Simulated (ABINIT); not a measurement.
Cd2S:

```xyz
3
Lattice="3.9627 0.0000 0.0000 -1.9813 3.4318 0.0000 0.0000 0.0000 5.8092" Properties=species:S:1:pos:R:3 pbc="T T T"
Cd    0.0000    2.2878    5.4183
Cd    1.9813    1.1439    3.3620
S     0.0000    2.2878    2.1245
```

The cell comes from a database or a generator and needn't be the stable form of this composition.

Base run:

```yaml
Program: ABINIT 10.8.3 (patched build)
Functional: PBEsol
Potentials_or_basis: PseudoDojo NC SR PBEsol v0.4.1 standard
Cutoff: 1279 eV
k_mesh: 6 × 6 × 4
Occupations: fermi-dirac, width 0.05 eV
Spin: no spin polarisation
```

Its results: band gap on the k mesh 0.09 eV, indirect (least direct gap 0.47 eV); pressure -3.5 GPa; largest force 0.139 eV/Å.

Problem. The run is repeated on the same cell with these changes: functional from PBEsol to PBE; potentials or basis from PseudoDojo NC SR PBEsol v0.4.1 standard to JTH PAW PBE v2.0; cutoff from 1279 eV to 599 eV; valence electrons from 46 to 30. What comes out?

Solution. Band gap on the k mesh 0.10 eV, indirect (least direct gap 0.46 eV); pressure -0.2 GPa; largest force 0.058 eV/Å.

A k mesh can miss the band edges.

Not every run made on this cell is shown here.
